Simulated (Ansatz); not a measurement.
# MgHOF: the cost of one run

Method: DFT, PBE, plane-wave PAW, default files, scalar-relativistic, as far as a step names no other, in Ansatz 0.2.0.

## 1. The structure to begin with

It takes space group Pnma (No. 62, orthorhombic). The conventional cell has a = 10.219 Å, b = 3.127 Å, c = 4.726 Å, α = 90.00°, β = 90.00°, γ = 90.00°. Mg (site symmetry m) has 3 F at 2.05 to 2.08 Å and 3 O at 2.06 to 2.08 Å as nearest neighbours. Around H (site symmetry m) lie 1 O at 0.97 Å. O (site symmetry m) is surrounded by 1 H at 0.97 Å. F (site symmetry m) has 3 Mg at 2.05 to 2.08 Å and 1 H at 2.11 Å as nearest neighbours.

As a file:

```cif
data_structure
_symmetry_space_group_name_H-M 'P 1'
_symmetry_Int_Tables_number 1
_cell_length_a 10.2186
_cell_length_b 3.1273
_cell_length_c 4.7257
_cell_angle_alpha 90.000
_cell_angle_beta 90.000
_cell_angle_gamma 90.000
_cell_volume 151.01
loop_
_atom_site_label
_atom_site_type_symbol
_atom_site_fract_x
_atom_site_fract_y
_atom_site_fract_z
_atom_site_occupancy
Mg1 Mg 0.63183 0.75000 0.98861 1
Mg2 Mg 0.13183 0.75000 0.51139 1
Mg3 Mg 0.36817 0.25000 0.01139 1
Mg4 Mg 0.86817 0.25000 0.48861 1
H1 H 0.42908 0.75000 0.58852 1
H2 H 0.92908 0.75000 0.91148 1
H3 H 0.57092 0.25000 0.41148 1
H4 H 0.07092 0.25000 0.08852 1
O1 O 0.95037 0.75000 0.71141 1
O2 O 0.45037 0.75000 0.78859 1
O3 O 0.04963 0.25000 0.28859 1
O4 O 0.54963 0.25000 0.21141 1
F1 F 0.70706 0.25000 0.74828 1
F2 F 0.20706 0.25000 0.75172 1
F3 F 0.29294 0.75000 0.25172 1
F4 F 0.79294 0.75000 0.24828 1
```

## 2. First run, atoms as given

The input, input.yaml:

```yaml
crystal:
  lattice:
    - [10.218591, 0.0, 0.0]
    - [0.0, 3.127268, 0.0]
    - [0.0, 0.0, 4.725665]
  atoms:
    - { symbol: Mg, position: [0.631832, 0.75, 0.98861] }
    - { symbol: Mg, position: [0.131832, 0.75, 0.51139] }
    - { symbol: Mg, position: [0.368168, 0.25, 0.01139] }
    - { symbol: Mg, position: [0.868168, 0.25, 0.48861] }
    - { symbol: H, position: [0.429083, 0.75, 0.588522] }
    - { symbol: H, position: [0.929083, 0.75, 0.911478] }
    - { symbol: H, position: [0.570917, 0.25, 0.411478] }
    - { symbol: H, position: [0.070917, 0.25, 0.088522] }
    - { symbol: O, position: [0.950369, 0.75, 0.71141] }
    - { symbol: O, position: [0.450369, 0.75, 0.78859] }
    - { symbol: O, position: [0.049631, 0.25, 0.28859] }
    - { symbol: O, position: [0.549631, 0.25, 0.21141] }
    - { symbol: F, position: [0.707058, 0.25, 0.748284] }
    - { symbol: F, position: [0.207058, 0.25, 0.751716] }
    - { symbol: F, position: [0.292942, 0.75, 0.251716] }
    - { symbol: F, position: [0.792942, 0.75, 0.248284] }
kpoints:
  mp_grid: { grid: [2, 7, 5] }
scf:
  occupations: { method: fermi_dirac, width: 0.02 }
hamiltonian:
  xc: pbe
  pseudopotentials: { kind: paw }
output:
  forces: true
  stress: true
  populations: true
  efg:
    quadrupole_moments_barn: { Mg: 0.1994, H: 0.00285783, O: -0.02558 }
    contact_densities: true
```

Run with:

```
ansatz run input.yaml --threads 1 --pin off --max-ram 2560MiB --backend cpu --events-out ev --progress --plain --runs-dir out
```

What time and memory should one allow on 1 thread of Intel Xeon 6975P-C (Granite Rapids), shared host?

About 8.7 s, with a peak of 0.56 GiB.
